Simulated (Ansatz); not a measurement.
# K3C4: the cost of one run

Method: DFT PBE, scalar-relativistic, plane waves, PAW, in Ansatz 0.2.0.

## 1. The system as given

The structure is cubic, space group P-43m (No. 215). Conventional cell: a = 6.463 Å, b = 6.463 Å, c = 6.463 Å, α = 90.00°, β = 90.00°, γ = 90.00°. K (site symmetry -42m) has 4 C at 2.80 Å as nearest neighbours. C (site symmetry 3m) is surrounded by 3 K at 2.80 Å.

Structure file:

```
CELL_PARAMETERS angstrom
6.46277 0.00000 0.00000
0.00000 6.46277 0.00000
0.00000 0.00000 6.46277
ATOMIC_POSITIONS crystal
K 0.00000 0.00000 0.50000
K 0.00000 0.50000 0.00000
K 0.50000 0.00000 0.00000
C 0.25000 0.25000 0.25000
C 0.25000 0.75000 0.75000
C 0.75000 0.25000 0.75000
C 0.75000 0.75000 0.25000
```

A structure generator made this guess: ordered vacancies on the cation sites of zinc blende (P-43m, No. 215). Lengths come from tabulated atomic sizes and are only a guess.

## 2. A first look at the guess

Input file input.yaml:

```yaml
crystal:
  lattice:
    - [6.46277011, 0.0, 0.0]
    - [0.0, 6.46277011, 0.0]
    - [0.0, 0.0, 6.46277011]
  atoms:
    - { symbol: K, position: [0.0, 0.0, 0.5] }
    - { symbol: K, position: [0.0, 0.5, 0.0] }
    - { symbol: K, position: [0.5, 0.0, 0.0] }
    - { symbol: C, position: [0.25, 0.25, 0.25] }
    - { symbol: C, position: [0.25, 0.75, 0.75] }
    - { symbol: C, position: [0.75, 0.25, 0.75] }
    - { symbol: C, position: [0.75, 0.75, 0.25] }
basis:
  ecutwfc: 420
kpoints:
  mp_grid: { grid: [4, 4, 4] }
hamiltonian:
  xc: pbe
scf:
  occupations: { method: gaussian, width: 0.1 }
  lower_state_search: "off"
output:
  forces: true
  stress: true
  eigenvalues: true
```

On the command line:

```bash
$ ansatz run input.yaml --threads 1 --pin off --max-ram 2048MiB --backend cpu --events-out ev --progress --plain --runs-dir out
```

Q: Estimate wall time and peak memory on 1 thread of Arm Neoverse V1, shared host.

About 6.9 s, with a peak of 0.38 GiB.
